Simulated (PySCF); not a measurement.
**GaHCl2O (SMILES [OH][Ga]([Cl])[Cl]): PBE/def2-SVP**

What is the energy change on altering one bond length of GaHCl2O at PBE/def2-SVP? The job is set up through a Python script.

The calculation is run with PySCF 2.14.0.

1 further run of the same task is left out (set aside as unsound or not needed).

## 1. Starting point

GaHCl2O: 5 atoms, total charge 0, spin state singlet. As SMILES, `[OH][Ga]([Cl])[Cl]`. Geometry: relaxed at PBE0-D4/def2-TZVP.

Bond lengths: O1–Ga2 1.765 Å, Ga2–Cl3 2.109 Å, Ga2–Cl4 2.123 Å, O1–H5 0.961 Å. Angles: O1–Ga2–Cl3 118.8°, O1–Ga2–Cl4 120.6°, Cl3–Ga2–Cl4 120.6°, Ga2–O1–H5 112.9°.

## 2. A single-point energy at PBE/def2-SVP

calc.py

```python
# [OH][Ga]([Cl])[Cl]
from pyscf import gto, dft

system = gto.M(
    atom='''
O      0.480935     2.559823     0.464684
Ga     0.223933    -0.745497     0.107336
Cl     2.834589    -3.089513     1.998763
Cl    -2.660545    -2.336268    -2.184145
H     -0.784614     3.472183    -0.464873
''',
    unit='bohr',
    spin=0,
    max_memory=1860,
    basis='def2-svp',
    verbose=3,
)

mf = dft.RKS(system)
mf.xc = 'pbe'
mf.conv_tol = 1e-10
mf.grids.level = 5
mf.kernel()
if not mf.converged:
    mf = mf.newton().run(mf.mo_coeff, mf.mo_occ)

etot = mf.e_tot
print(f'total energy: {etot:.8f} hartree')
```

The run is started by

```
$ OMP_NUM_THREADS=1 python calc.py
```

Log:

```text
converged SCF energy = -2919.87544871946
total energy: -2919.87544872 hartree
```

Run time: 18 s. Hardware: 1 thread of Intel Xeon at 2.70GHz, shared host; peak memory 0.46 GiB.

## 3. The distorted shape

start.xyz

```xyz
5
Cl2GaHO
O      0.589329     1.113215     0.491835
Ga     0.453329    -0.635885     0.302735
Cl     1.834829    -1.876285     1.303635
Cl    -1.073071    -1.477685    -0.909865
H     -0.415200     1.837400    -0.246000
```

input.py

```python
from pyscf import gto, dft

molecule = gto.M(
    atom='start.xyz',
    max_memory=1860,
    spin=0,
    basis='def2-svp',
    verbose=3,
)

mf = dft.RKS(molecule, xc='pbe')
mf.grids.level = 5
mf.conv_tol = 1e-10
mf.kernel()
if not mf.converged:
    mf = mf.newton().run(mf.mo_coeff, mf.mo_occ)

e_tot = mf.e_tot
print(f'total energy: {e_tot:.8f} hartree')
```

The run is started by

```
$ OMP_NUM_THREADS=1 python input.py
```

Log:

```text
converged SCF energy = -2919.79787878049
total energy: -2919.79787878 hartree
```

Run time: 19 s. Hardware: 1 thread of Intel Xeon at 2.70GHz, shared host; peak memory 0.46 GiB.

## 4. Outcome

At PBE/def2-SVP:

```
                                                         quantity           value
                                        first shape: total energy  -2919.87545 Eh
                                       first shape: dipole moment          1.56 D
                                         first shape: HOMO energy        -7.62 eV
                                         first shape: LUMO energy        -2.30 eV
                                       first shape: HOMO–LUMO gap         5.33 eV
                                    distorted shape: total energy  -2919.79788 Eh
                                   distorted shape: dipole moment          1.89 D
                                     distorted shape: HOMO energy        -7.36 eV
                                     distorted shape: LUMO energy        -3.52 eV
                                   distorted shape: HOMO–LUMO gap         3.83 eV
energy change with the O1–H5 bond stretched from 0.961 to 1.442 Å        2.111 eV
```

What this shows: With the O1–H5 bond stretched from 0.961 to 1.442 Å the energy rises by 2.11 eV (49 kcal/mol). The first shape isn't relaxed at this level, so the change isn't measured from a minimum. Mulliken charges (first shape) run from -0.35 on O1 to +0.51 on Ga2.
